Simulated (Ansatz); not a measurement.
Crystal: CsLiCr2Te2S3.

```xyz
9
Lattice="7.0568 0.0000 0.0000 0.0000 3.9806 0.0000 -2.6733 0.0000 8.6817" Properties=species:S:1:pos:R:3 pbc="T T T"
Cs   -0.4619    0.0000    3.2735
Li    3.9900    1.9903    6.8484
Cr   -1.6370    0.0000    8.2143
Cr    1.5865    1.9903    8.4356
Te    3.1793    0.0000    1.3257
Te    1.9223    0.0000    6.5020
S     4.3382    0.0000    5.9471
S    -0.4797    1.9903    7.3275
S     6.6521    1.9903    0.4651
```

The cell was built by a generator and needn't be a form met in nature.

Base run:

- Program: Ansatz 0.2.0
- Functional: BLYP
- Potentials or basis: Ansatz PAW
- Cutoff: 420 eV
- Density cutoff: 1680 eV
- k mesh: 4 × 7 × 3
- Occupations: fermi-dirac, width 0.05 eV
- Spin: collinear spin, ferromagnetic start
- Starting moments: [0.0, 0.0, 3.0, 3.0, 0.0, 0.0, 0.0, 0.0, 0.0] μB

Its results: band gap on the k mesh 0.53 eV, indirect (least direct gap 0.80 eV); pressure 2.8 GPa; net moment 6.00 μB per cell; site moments Cs +0.00; Li +0.00; Cr +2.86, +2.66; Te -0.11, -0.03; S -0.02, -0.08, -0.03 μB; largest force 0.380 eV/Å.

Problem. After a change of settings the same cell gave: band gap on the k mesh 0.50 eV, indirect (least direct gap 0.79 eV); pressure 1.8 GPa; net moment 6.00 μB per cell; site moments Cs +0.00; Li +0.00; Cr +2.92, +2.72; Te -0.14, -0.04; S -0.03, -0.11, -0.06 μB; largest force 0.164 eV/Å. Which change was it?
A. functional from BLYP to RPBE
B. functional from BLYP to PBE; potentials or basis from Ansatz PAW to PseudoDojo standard (PBE files); cutoff from 420 eV to 1279 eV; density cutoff from 1680 eV to 5116 eV
C. functional from BLYP to PBE; potentials or basis from Ansatz PAW to JTH PAW; cutoff from 420 eV to 1230 eV; density cutoff from 1680 eV to 7380 eV; valence electrons from 90 to 70
D. functional from BLYP to PBE; potentials or basis from Ansatz PAW to Ansatz NC with PseudoDojo standard (PBE files); cutoff from 420 eV to 1279 eV; density cutoff from 1680 eV to 5116 eV

Solution. A.

Caveats: the potentials were made for another functional, which shifts forces and pressure; spin-orbit coupling is left out, which moves the levels of the heavy elements; only a ferromagnetic start was run, and an antiferromagnetic order may lie lower in energy; the PAW data sets come from PBE, with cores solved anew for the run's functional, which leaves a small shift of forces and pressure.

Not every run made on this cell is shown here.
